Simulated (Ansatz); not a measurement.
Y2C, space group R-3m, a comparison of functionals at one structure

Program: the Python package of Ansatz (0.2.0).

Notebook, run cell by cell (the value of a cell's last expression is shown):

```python
import csv
import warnings

import ansatz as az
```

```python
K_LENGTH = 26
```

```python
warnings.simplefilter("ignore", az.DeckWarning)
```

```python
lattice = az.Lattice.of(
    [1.812415, 1.04639829, 5.988],
    [-1.812415, 1.04639829, 5.988],
    [0.0, -2.09279658, 5.988],
)
sites = [
    ("Y", [0.25793, 0.25793, 0.25793]),
    ("Y", [0.74207, 0.74207, 0.74207]),
    ("C", [0.0, 0.0, 0.0]),
]
y2c = az.Crystal(lattice=lattice)
for symbol, position in sites:
    y2c = y2c.atom(symbol, position)
```

```python
y2c.resolved().sites[-1]
```

    Site(symbol='C', position=(0.0, 0.0, 0.0), moment=None, axis=None, held=None, saved=None)

```python
calculation = y2c.calculation()
calculation = calculation.pseudopotentials("paw")
calculation = calculation.occupations(az.OccupationsMethod.FERMI_DIRAC, width=100 * az.meV).kpoints(length=K_LENGTH)
calculation = calculation.stress()
```

```python
rows = []
for value in ["pbesol", "lda", "blyp"]:
    report = calculation.functional(value).run().report
    rows.append((value, report["free_energy_ev"] / len(report["lattice"]["sites"]), report["n_iterations"], sum(report["stress_gpa"][i][i] for i in range(3)) / 3, report["n_kpoints"]))
```

```python
with open("xc.csv", "w", newline="") as handle:
    writer = csv.writer(handle)
    writer.writerow(["functional", "F/atom (eV)", "iterations", "P (GPa)", "k-points"])
    writer.writerows([round(v, 5) if isinstance(v, float) else v for v in row] for row in rows)
print(open("xc.csv").read())
```

    functional,F/atom (eV),iterations,P (GPa),k-points
    pbesol,-2612.60727,6,-2.86269,65
    lda,-2578.346,6,-5.17891,65
    blyp,-2658.42603,7,2.17012,65

From lowest to highest: LDA (-5.2 GPa), PBEsol (-2.9 GPa) and BLYP (2.2 GPa). At a fixed cell a lower pressure usually means a smaller equilibrium volume, so LDA prefers the smallest cell and BLYP the largest.

Caveats:
- BLYP can be off by several per cent in the lattices of metals, and by several GPa in the pressure at a fixed cell.
- For a metal this k-point mesh is coarse: on a finer one energies can move by several to tens of meV an atom and pressures by half a GPa or more, differences at one mesh by less.
- Pressure is positive in compression.
- The structure is a deposited one; some such entries were measured under pressure or heat, so a shift against it needn't be the functional's error alone.
- Total energies of different functionals can't be compared; pressures, moments and gaps at this one structure can.
- Wall time of the script: 10 s on 1 thread of Arm Neoverse V2, with other jobs on the host, peak memory 0.42 GiB.
